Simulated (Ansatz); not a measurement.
# C2H9ClHfN2O: small, medium and large basis sets

One table from this session's results is given with a row withheld; the runs are named, their logs left out.

Computed with Ansatz 0.2.0, Gaussian basis. Level: one geometry, several basis sets.

Levels to be run: PBE0-D4/def2-SVP; ωB97M-V/def2-SVP; PBE0-D4/def2-QZVPP; ωB97M-V/def2-QZVPP; the functionals' def2-TZVPP values are taken from earlier runs.

## Structure used throughout

The geometry comes from an earlier relaxation with PBE0-D4 in a triple-zeta def2 set; it is a stationary point, not always the lowest conformer. Hf takes the def2 core potential; no spin-orbit term is included.

SMILES `C[N](C)[Hf]([NH2])([OH])[Cl]`, 16 atoms, charge 0, spin multiplicity 1.

Atoms are counted from 1 here; the program's logs count them from 0.

Bond lengths: C1–N2 1.445 Å, C1–H8 1.098 Å, C1–H9 1.099 Å, C1–H10 1.100 Å, N2–C3 1.440 Å, N2–Hf4 2.020 Å, C3–H11 1.100 Å, C3–H12 1.091 Å, C3–H13 1.100 Å, Hf4–N5 2.026 Å, Hf4–O6 1.929 Å, Hf4–Cl7 2.391 Å, N5–H14 1.010 Å, N5–H15 1.011 Å, O6–H16 0.953 Å. Angles: N2–C1–H8 111.3°, N2–C1–H9 111.7°, N2–C1–H10 111.9°, H8–C1–H9 106.5°, H8–C1–H10 107.2°, H9–C1–H10 107.9°, C1–N2–C3 112.8°, C1–N2–Hf4 114.8°, C3–N2–Hf4 132.4°, N2–C3–H11 111.5°, N2–C3–H12 110.4°, N2–C3–H13 111.5°, H11–C3–H12 107.9°, H11–C3–H13 107.2°, H12–C3–H13 108.2°, N2–Hf4–N5 106.8°, N2–Hf4–O6 110.4°, N2–Hf4–Cl7 106.8° and more.

Set-up of the first run:

The input, in.yaml:

```yaml
crystal:
  periodic: [false, false, false]
  atoms:
    - {symbol: C, position_ang: [1.555908, 0.325581, 1.110067]}
    - {symbol: N, position_ang: [0.643726, -0.220318, 0.130879]}
    - {symbol: C, position_ang: [1.072532, -1.495943, -0.380317]}
    - {symbol: Hf, position_ang: [-0.976328, 0.925772, -0.248455]}
    - {symbol: N, position_ang: [-2.073689, -0.052263, -1.643328]}
    - {symbol: O, position_ang: [-2.054417, 1.110623, 1.340566]}
    - {symbol: Cl, position_ang: [-0.163832, 3.025988, -1.051460]}
    - {symbol: H, position_ang: [1.209336, 1.301076, 1.476918]}
    - {symbol: H, position_ang: [2.557206, 0.488434, 0.687400]}
    - {symbol: H, position_ang: [1.660594, -0.332463, 1.984768]}
    - {symbol: H, position_ang: [1.166488, -2.241720, 0.422784]}
    - {symbol: H, position_ang: [0.353678, -1.875401, -1.108240]}
    - {symbol: H, position_ang: [2.053409, -1.423395, -0.872403]}
    - {symbol: H, position_ang: [-2.986311, -0.461733, -1.502396]}
    - {symbol: H, position_ang: [-1.850245, -0.091980, -2.628821]}
    - {symbol: H, position_ang: [-2.168044, 1.017742, 2.282039]}
basis:
  gaussian: {orbitals: def2-SVP}
hamiltonian: {xc: pbe0, dispersion: d4}
output: {orbitals: {seedname: orbitals}}
```

On the command line:

```sh
ansatz run in.yaml --threads 2 --pin off --events-out ev --progress --plain --max-ram 22528MiB --backend cpu
```

Among the steps run: PBE0-D4 in def2-SVP; ωB97M-V in def2-SVP; PBE0-D4 in def2-QZVPP; ωB97M-V in def2-QZVPP.

One of the session's tables, all rows but one given; the rest of the session is left out.

It belongs to the step «Density functionals: the series». 

| functional | basis | HOMO (eV) | LUMO (eV) |
| --- | --- | --- | --- |
| PBE0-D4 | def2-SVP | ? | ? |
| PBE0-D4 | def2-TZVPP | -6.45 | -0.04 |
| PBE0-D4 | def2-QZVPP | -6.49 | -0.31 |
| ωB97M-V | def2-SVP | -8.62 | 1.43 |
| ωB97M-V | def2-TZVPP | -8.70 | 1.13 |
| ωB97M-V | def2-QZVPP | -8.74 | 0.58 |

Estimate the missing values for PBE0-D4, def2-SVP.

**Answer.** HOMO (eV): -6.37; LUMO (eV): 0.14. In the column «HOMO (eV)» it is the highest.
